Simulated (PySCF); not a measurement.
# C₄H₁₁NSi₂: magnetic properties

Aim: compute the magnetic properties of C₄H₁₁NSi₂ (`C[SiH2]N([SiH3])C1=CC1`).

Computed with PySCF 2.14.0 and routines of our own; the level stands in each step. Atoms count from 0.

## (1) The starting structure

18 atoms, charge 0, multiplicity 1; geometry from: GFN2-xTB.

## (2) Magnetic properties: GIAO HF/pcSseg-1

Job settings and geometry (Å):

```
{"job": {"kind": "mag", "xc": "HF", "basis": "pcSseg-1", "isotopologues": 2}, "charge": 0, "multiplicity": 1}
C      1.350653    -2.002625    -0.088452
Si     1.509404    -0.273528    -0.846432
N      0.183294     0.749181    -0.311988
Si     0.271313     2.381786     0.316266
C     -1.073212     0.275199    -0.501046
C     -2.368182     0.414203    -0.461204
C     -1.853390    -0.909824    -0.966411
H      1.250395    -1.957783     0.992943
H      0.484145    -2.528874    -0.477744
H      2.228348    -2.600568    -0.315062
H      1.478103    -0.342253    -2.313647
H      2.714408     0.409193    -0.375891
H     -0.467136     2.409267     1.579649
H      1.691550     2.654850     0.502502
H     -0.332507     3.295079    -0.656112
H     -3.245906     0.971642    -0.254836
H     -1.927442    -1.793926    -0.335988
H     -1.902599    -1.144704    -2.027723
```

Level: GIAO HF/pcSseg-1 magnetisability, rotational g tensor and spin-rotation constants, non-relativistic, gas phase.

On the command line:

```sh
$ OMP_NUM_THREADS=1 python excited_run.py task.json out
```

The driver reads the jobs from task.json and runs them one after another.

Standard output:

```text
final grid: 138768 points
cycle   1  E = -789.9858363398  dE =  1.389e+00  |g| = 4.572e-01  |ddm| = 3.746e+00
cycle   2  E = -790.0630034709  dE = -7.717e-02  |g| = 1.427e-01  |ddm| = 6.470e-01
cycle   3  E = -790.0691987052  dE = -6.195e-03  |g| = 7.464e-02  |ddm| = 2.469e-01
cycle   4  E = -790.0707054149  dE = -1.507e-03  |g| = 1.505e-02  |ddm| = 8.994e-02
cycle   5  E = -790.0707658099  dE = -6.039e-05  |g| = 3.607e-03  |ddm| = 2.067e-02
cycle   6  E = -790.0707715766  dE = -5.767e-06  |g| = 1.410e-03  |ddm| = 7.557e-03
cycle   7  E = -790.0707723677  dE = -7.911e-07  |g| = 3.465e-04  |ddm| = 2.609e-03
cycle   8  E = -790.0707724570  dE = -8.921e-08  |g| = 7.679e-05  |ddm| = 1.065e-03
cycle   9  E = -790.0707724616  dE = -4.597e-09  |g| = 2.229e-05  |ddm| = 2.486e-04
cycle  10  E = -790.0707724618  dE = -2.281e-10  |g| = 7.023e-06  |ddm| = 5.046e-05
converged SCF energy = -790.0707724618

Magnetisability tensor (1e-30 J/T^2)
    -1236.45       28.30       28.63
       28.30    -1383.08       44.78
       28.63       44.78    -1500.50
isotropic -1373.34   principal values   -1516.83  -1377.01  -1226.20
isotropic susceptibility -82.705 1e-6 cm^3/mol

Inertial axes            a          b          c
rot. const./GHz      1.9409     1.6149     0.9640
chi total           -82.274    -74.546    -91.294
chi diamagnetic    -766.077   -900.540  -1400.458
chi paramagnetic    683.803    825.994   1309.164
quadrupole/D A        4.969     -1.728     -3.241
g nuclear            0.5973     0.6019     0.5862
g electronic        -0.6235    -0.6267    -0.5929
g total             -0.0262    -0.0247    -0.0068

Spin-rotation constants (kHz, H = +C I.J)
atom  isotope        aa         bb         cc
  2    14N        0.141      0.065      0.010
  7     1H       -0.206     -0.196      0.005
  8     1H       -0.205      0.010     -0.109
  9     1H       -0.013     -0.170     -0.113
 10     1H       -0.169     -0.135      0.033
 11     1H       -0.177      0.071     -0.090
 12     1H       -0.138     -0.132      0.008
 13     1H       -0.157      0.057     -0.096
 14     1H       -0.074     -0.143     -0.017
 15     1H        0.127     -0.136     -0.110
 16     1H       -0.119     -0.119     -0.055
 17     1H       -0.170     -0.123     -0.025
  0    13C*       0.193      0.174      0.099
  1   29Si*      -1.015     -0.909     -0.547
  3   29Si*      -0.988     -0.831     -0.521
  4    13C*       0.659      0.760      0.119
  5    13C*       0.730      0.286      0.085
  6    13C*       0.312      0.266      0.014
* in the singly substituted isotopologue

Isotopologues: g along a, b, c
2H    at 7,8,9,10,11,12    -0.0220    -0.0208    -0.0058
13C   at 0                 -0.0262    -0.0242    -0.0067
```

It took 19 s on 1 thread of Arm Neoverse V1, shared host; peak memory 0.83 GiB.

Key values:

```csv
quantity,value
magnetisability,-1373·10⁻³⁰ J/T²
molar susceptibility,-82.7·10⁻⁶ cm³/mol
"rotational g (a, b, c)","-0.0262, -0.0247, -0.0068"
```

## (3) Magnetic properties: GIAO mPW1PW91/def2-SVP

Settings changed since step 2:

```diff
@@ -1,2 +1,2 @@
-{"job": {"kind": "mag", "xc": "HF", "basis": "pcSseg-1", "isotopologues": 2}, "charge": 0, "multiplicity": 1}
+{"job": {"kind": "mag", "xc": "mPW1PW91", "basis": "def2-SVP"}, "charge": 0, "multiplicity": 1}
 C      1.350653    -2.002625    -0.088452
```

With the program's defaults for keys left out, this is: GIAO mPW1PW91/def2-SVP magnetisability, rotational g tensor and spin-rotation constants, non-relativistic, gas phase.

Standard output:

```text
coarse grid: 15480 points
cycle   1  E = -792.2132776681  dE =  7.507e-01  |g| = 4.509e-01  |ddm| = 4.218e+00
cycle   2  E = -792.2033725398  dE =  9.905e-03  |g| = 4.908e-01  |ddm| = 9.938e-01
cycle   3  E = -792.2657180028  dE = -6.235e-02  |g| = 4.435e-02  |ddm| = 5.530e-01
cycle   4  E = -792.2659173513  dE = -1.993e-04  |g| = 3.580e-02  |ddm| = 8.421e-02
cycle   5  E = -792.2662255652  dE = -3.082e-04  |g| = 7.688e-03  |ddm| = 4.183e-02
cycle   6  E = -792.2662372105  dE = -1.165e-05  |g| = 3.434e-03  |ddm| = 1.033e-02
cycle   7  E = -792.2662399351  dE = -2.725e-06  |g| = 2.871e-04  |ddm| = 3.430e-03
final grid: 138768 points
cycle   8  E = -792.3657438567  dE = -2.035e-05  |g| = 5.096e-03  |ddm| = 2.588e-02
cycle   9  E = -792.3657415466  dE =  2.310e-06  |g| = 5.956e-03  |ddm| = 1.113e-02
cycle  10  E = -792.3657506560  dE = -9.109e-06  |g| = 6.500e-04  |ddm| = 6.147e-03
cycle  11  E = -792.3657507508  dE = -9.473e-08  |g| = 1.801e-04  |ddm| = 8.388e-04
cycle  12  E = -792.3657507591  dE = -8.365e-09  |g| = 3.836e-05  |ddm| = 2.498e-04
cycle  13  E = -792.3657507595  dE = -3.897e-10  |g| = 1.160e-05  |ddm| = 5.435e-05
converged SCF energy = -792.3657507595

Magnetisability tensor (1e-30 J/T^2)
    -1216.39       28.57       30.21
       28.57    -1358.58       39.55
       30.21       39.55    -1473.63
isotropic -1349.54   principal values   -1487.50  -1355.53  -1205.58
isotropic susceptibility -81.271 1e-6 cm^3/mol

Inertial axes            a          b          c
rot. const./GHz      1.9409     1.6149     0.9640
chi total           -80.980    -73.276    -89.557
chi diamagnetic    -762.612   -896.731  -1397.270
chi paramagnetic    681.632    823.455   1307.713
quadrupole/D A        5.007     -2.273     -2.734
g nuclear            0.5973     0.6019     0.5862
g electronic        -0.6215    -0.6247    -0.5923
g total             -0.0243    -0.0228    -0.0061

Spin-rotation constants (kHz, H = +C I.J)
atom  isotope        aa         bb         cc
  2    14N        0.143      0.068      0.016
  7     1H       -0.206     -0.199      0.007
  8     1H       -0.207      0.015     -0.110
  9     1H       -0.010     -0.169     -0.114
 10     1H       -0.163     -0.129      0.037
 11     1H       -0.172      0.079     -0.088
 12     1H       -0.134     -0.125      0.012
 13     1H       -0.153      0.064     -0.094
 14     1H       -0.069     -0.137     -0.013
 15     1H        0.120     -0.134     -0.115
 16     1H       -0.118     -0.123     -0.053
 17     1H       -0.172     -0.128     -0.022
  0    13C*       0.183      0.167      0.096
  1   29Si*      -0.948     -0.864     -0.538
  3   29Si*      -0.930     -0.778     -0.511
  4    13C*       0.610      0.665      0.126
  5    13C*       0.652      0.294      0.086
  6    13C*       0.313      0.263      0.027
* in the singly substituted isotopologue
```

It took 26 s on 1 thread of Arm Neoverse V1, shared host; peak memory 0.79 GiB.

Key values:

```csv
quantity,value
magnetisability,-1350·10⁻³⁰ J/T²
molar susceptibility,-81.3·10⁻⁶ cm³/mol
"rotational g (a, b, c)","-0.0243, -0.0228, -0.0061"
```

## (4) The levels compared

```csv
level,ξ (10⁻³⁰ J/T²),g(a),g(b),gap (eV),functions,time
GIAO HF/pcSseg-1,-1373,-0.0262,-0.0247,11.97,188,19 s
GIAO mPW1PW91/def2-SVP,-1350,-0.0243,-0.0228,6.61,161,26 s
```

## (5) What came out

| quantity | value |
| --- | --- |
| magnetisability (step 2, GIAO HF/pcSseg-1) | -1373·10⁻³⁰ J/T² |
| molar susceptibility (step 2, GIAO HF/pcSseg-1) | -82.7·10⁻⁶ cm³/mol |
| rotational g (a, b, c) (step 2, GIAO HF/pcSseg-1) | -0.0262, -0.0247, -0.0068 |
| magnetisability over the levels | -1373 to -1350·10⁻³⁰ J/T² |

What this shows: The magnetisability spreads by 1.7 % over 2 levels, from GIAO HF/pcSseg-1 (19 s) to GIAO mPW1PW91/def2-SVP (26 s); the runs took 19 s to 26 s. Two levels can agree by chance, so this spread shows no convergence. Vibrational averaging and real surroundings are missing from these values.
